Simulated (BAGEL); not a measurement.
# CH4GeO2 (SMILES O=C[O][GeH3]) at HF/STO-3G (density fitting with qzvpp-jkfit)

Aim: the energy change on altering one bond length of CH4GeO2 at HF/STO-3G (density fitting with qzvpp-jkfit), from 2 runs. 

The calculation is run with BAGEL 1.2.2.

8 further runs of the same task are left out: 5 that didn't finish, 3 set aside as unsound or not needed.

### Step 1. The system as given

CH4GeO2: 8 atoms, total charge 0, spin state singlet. SMILES: `O=C[O][GeH3]`. Geometry: relaxed at PBE0-D4/def2-TZVP. This is one conformer, not always the lowest.

Bond lengths: O1–C2 1.203 Å, C2–O3 1.318 Å, O3–Ge4 1.840 Å, C2–H5 1.101 Å, Ge4–H6 1.528 Å, Ge4–H7 1.528 Å, Ge4–H8 1.531 Å. Angles: O1–C2–O3 124.7°, C2–O3–Ge4 113.7°, O1–C2–H5 123.7°, O3–C2–H5 111.6°, O3–Ge4–H6 108.6°, O3–Ge4–H7 108.6°, O3–Ge4–H8 100.3°, H6–Ge4–H7 113.7°, H6–Ge4–H8 112.4°, H7–Ge4–H8 112.4°.

### Step 2. The energy at HF/STO-3G (density fitting with qzvpp-jkfit)

Contents of input.json:

```json
{ "bagel" : [

{
  "title" : "molecule",
  "basis" : "sto-3g",
  "df_basis" : "qzvpp-jkfit",
  "angstrom" : true,
  "geometry" : [
    { "atom" : "O", "xyz" : [    1.249800,   -0.737800,    1.111600 ] },
    { "atom" : "C", "xyz" : [    1.395900,    0.277800,    0.484100 ] },
    { "atom" : "O", "xyz" : [    0.493200,    0.797800,   -0.322800 ] },
    { "atom" : "Ge", "xyz" : [   -1.061900,   -0.180000,   -0.421000 ] },
    { "atom" : "H", "xyz" : [    2.310300,    0.889700,    0.516800 ] },
    { "atom" : "H", "xyz" : [   -1.700900,   -0.218500,    0.966900 ] },
    { "atom" : "H", "xyz" : [   -0.732900,   -1.562300,   -0.983900 ] },
    { "atom" : "H", "xyz" : [   -1.861500,    0.676100,   -1.407500 ] }
  ]
},
{ "title" : "hf" },
{ "title" : "print", "file" : "orbitals.molden", "orbitals" : true }

]}
```

Command:

```bash
$ BAGEL_NUM_THREADS=1 BAGEL input.json > input.out
```

Log:

```text
* using 1 threads per process

  ===============================================================
  ===============================================================

  *** Geometry ***

  { "atom" : "O", "xyz" : [      2.361780,     -1.394240,      2.100620 ] },
  { "atom" : "C", "xyz" : [      2.637869,      0.524966,      0.914816 ] },
  { "atom" : "O", "xyz" : [      0.932013,      1.507624,     -0.610004 ] },
  { "atom" : "Ge", "xyz" : [     -2.006700,     -0.340151,     -0.795575 ] },
  { "atom" : "H", "xyz" : [      4.365834,      1.681289,      0.976610 ] },
  { "atom" : "H", "xyz" : [     -3.214235,     -0.412905,      1.827176 ] },
  { "atom" : "H", "xyz" : [     -1.384980,     -2.952319,     -1.859302 ] },
  { "atom" : "H", "xyz" : [     -3.517725,      1.277644,     -2.659790 ] },

  Number of auxiliary basis functions:      567

  Since a DF basis is specified, we compute 2- and 3-index integrals:
    o Being stored without compression. Storage requirement is 0.006 GB

  Number of basis functions:       37
  Number of electrons      :       58

    * METHOD: MOLECULE                             0.23

  *** RHF ***

  === Nuclear Repulsion ===
   272.5911180305

      * DIIS with orbital gradients will be used.

  === RHF iteration (sto-3g) ===
      0      -2239.02998400          0.01900574           0.04
      1      -2239.13978484          0.01045525           0.04
      2      -2239.17396318          0.00175358           0.04
      3      -2239.17573907          0.00075141           0.04
      4      -2239.17628485          0.00022911           0.04
      5      -2239.17636116          0.00004853           0.04
      6      -2239.17636412          0.00000996           0.04
      7      -2239.17636422          0.00000166           0.04
      8      -2239.17636422          0.00000050           0.04
      9      -2239.17636422          0.00000015           0.04
     10      -2239.17636422          0.00000007           0.04
     11      -2239.17636422          0.00000001           0.04
     12      -2239.17636422          0.00000001           0.04
    * SCF iteration converged.

    * Permanent dipole moment:
           (    0.491621,    -0.130432,     0.334063) a.u.

    * METHOD: HF                                   0.66

    * METHOD: PRINT                                0.00

  ===============================================================
```

Run time: 1.1 s. Hardware: 1 thread of Arm Neoverse V2, shared host.

### Step 3. The distorted shape, same level

Contents of input.json:

```json
{ "bagel" : [

{
  "title" : "molecule",
  "basis" : "sto-3g",
  "df_basis" : "qzvpp-jkfit",
  "angstrom" : true,
  "geometry" : [
    { "atom" : "O", "xyz" : [       2.493920,       0.044465,       1.190163 ] },
    { "atom" : "C", "xyz" : [       2.640020,       1.060065,       0.562663 ] },
    { "atom" : "O", "xyz" : [       1.737320,       1.580065,      -0.244237 ] },
    { "atom" : "Ge", "xyz" : [      -1.061900,      -0.180000,      -0.421000 ] },
    { "atom" : "H", "xyz" : [       3.554420,       1.671965,       0.595363 ] },
    { "atom" : "H", "xyz" : [      -1.700900,      -0.218500,       0.966900 ] },
    { "atom" : "H", "xyz" : [      -0.732900,      -1.562300,      -0.983900 ] },
    { "atom" : "H", "xyz" : [      -1.861500,       0.676100,      -1.407500 ] }
  ]
},

{
  "title" : "hf"
},

{
  "title" : "print",
  "file" : "orbitals.molden",
  "orbitals" : true
}

]}
```

Command:

```bash
$ BAGEL_NUM_THREADS=1 BAGEL input.json > input.out
```

Log:

```text
* using 1 threads per process

  ===============================================================
  ===============================================================

  *** Geometry ***

  { "atom" : "O", "xyz" : [      4.712826,      0.084027,      2.249082 ] },
  { "atom" : "C", "xyz" : [      4.988915,      2.003233,      1.063279 ] },
  { "atom" : "O", "xyz" : [      3.283059,      2.985890,     -0.461541 ] },
  { "atom" : "Ge", "xyz" : [     -2.006700,     -0.340151,     -0.795575 ] },
  { "atom" : "H", "xyz" : [      6.716880,      3.159556,      1.125073 ] },
  { "atom" : "H", "xyz" : [     -3.214235,     -0.412905,      1.827176 ] },
  { "atom" : "H", "xyz" : [     -1.384980,     -2.952319,     -1.859302 ] },
  { "atom" : "H", "xyz" : [     -3.517725,      1.277644,     -2.659790 ] },

  Number of auxiliary basis functions:      567

  Since a DF basis is specified, we compute 2- and 3-index integrals:
    o Being stored without compression. Storage requirement is 0.006 GB

  Number of basis functions:       37
  Number of electrons      :       58

    * METHOD: MOLECULE                             0.21

  *** RHF ***

  === Nuclear Repulsion ===
   208.9394002171

      * DIIS with orbital gradients will be used.

  === RHF iteration (sto-3g) ===
      0      -2238.67044154          0.02142890           0.03
      1      -2238.50138526          0.03211664           0.03
      2      -2238.85322849          0.00934069           0.03
      3      -2238.89673437          0.00188974           0.03
      4      -2238.89910688          0.00091764           0.03
      5      -2238.89988374          0.00030126           0.03
      6      -2238.90002613          0.00007220           0.03
      7      -2238.90003347          0.00002143           0.03
      8      -2238.90003398          0.00000772           0.03
      9      -2238.90003409          0.00000529           0.03
     10      -2238.90003414          0.00000220           0.03
     11      -2238.90003415          0.00000079           0.03
     12      -2238.90003415          0.00000030           0.03
     13      -2238.90003415          0.00000010           0.03
     14      -2238.90003415          0.00000007           0.03
     15      -2238.90003415          0.00000006           0.03
     16      -2238.90003415          0.00000005           0.03
     17      -2238.90003415          0.00000004           0.03
     18      -2238.90003415          0.00000003           0.03
     19      -2238.90003415          0.00000002           0.03
     20      -2238.90003415          0.00000001           0.03
    * SCF iteration converged.

    * Permanent dipole moment:
           (    1.970837,     0.505524,     0.630220) a.u.

    * METHOD: HF                                   0.81

    * METHOD: PRINT                                0.00

  ===============================================================
```

Wall time 1.2 s (1 thread of Arm Neoverse V2, shared host).

### Step 4. Results

At HF/STO-3G (density fitting with qzvpp-jkfit):

| quantity | value |
| --- | --- |
| first shape: total energy | -2239.17636 Eh |
| first shape: dipole moment | 1.55 D |
| first shape: HOMO energy | -8.86 eV |
| first shape: LUMO energy | 8.92 eV |
| first shape: HOMO–LUMO gap | 17.78 eV |
| distorted shape: total energy | -2238.90003 Eh |
| distorted shape: dipole moment | 5.41 D |
| distorted shape: HOMO energy | -5.11 eV |
| distorted shape: LUMO energy | 1.25 eV |
| distorted shape: HOMO–LUMO gap | 6.35 eV |
| energy change with the O3–Ge4 bond stretched from 1.840 to 3.311 Å | 7.519 eV |

One bond (distorted shape) is far stretched, which a spin-restricted single reference describes badly; a broken-symmetry solution may lie lower. With the O3–Ge4 bond stretched from 1.840 to 3.311 Å the energy rises by 7.52 eV (726 kJ/mol). The first shape isn't relaxed at this level, so the change isn't measured from a minimum. A restricted reference can't describe the breaking bond well at this length. The minimal basis adds a large error of its own.
